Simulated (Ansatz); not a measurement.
# Ta: the cost of one run

Computed with Ansatz 0.2.0 (DFT PBEsol, scalar-relativistic, plane waves, PAW, unless a step's input says otherwise).

This is Ta in the fcc structure; at room conditions it is bcc.

## Step 1: The structure to begin with

Symmetry: Fm-3m, No. 225, cubic system. The conventional cell has a = 4.220 Å, b = 4.220 Å, c = 4.220 Å, α = 90.00°, β = 90.00°, γ = 90.00°. Around Ta (site symmetry m-3m) lie 12 Ta at 2.98 Å.

As a file:

```
Ta
1.0
     0.00000    2.11000    2.11000
     2.11000    0.00000    2.11000
     2.11000    2.11000    0.00000
Ta
1
Cartesian
  0.0000 0.0000 0.0000
```

No relaxation comes first: the listed cell is the starting point.

## Step 2: The undisturbed cell

Contents of input.yaml:

```yaml
crystal:
  lattice:
    - [0.0, 2.11, 2.11]
    - [2.11, 0.0, 2.11]
    - [2.11, 2.11, 0.0]
  atoms:
    - { symbol: Ta, position: [0.0, 0.0, 0.0] }
basis:
  ecutwfc: 420
kpoints:
  mp_grid: { grid: [22, 22, 22] }
hamiltonian:
  xc: pbesol
scf:
  occupations: { method: gaussian, width: 0.15 }
output:
  forces: true
  stress: true
  eigenvalues: true
```

Launch:

```bash
$ ansatz run input.yaml --threads 1 --pin off --max-ram 1228MiB --backend cpu --events-out ev --progress --plain --runs-dir out
```

Q: Estimate wall time and peak memory on 1 thread of an x86-64 CPU, shared host.

About 1.9 s, with a peak of 0.39 GiB.
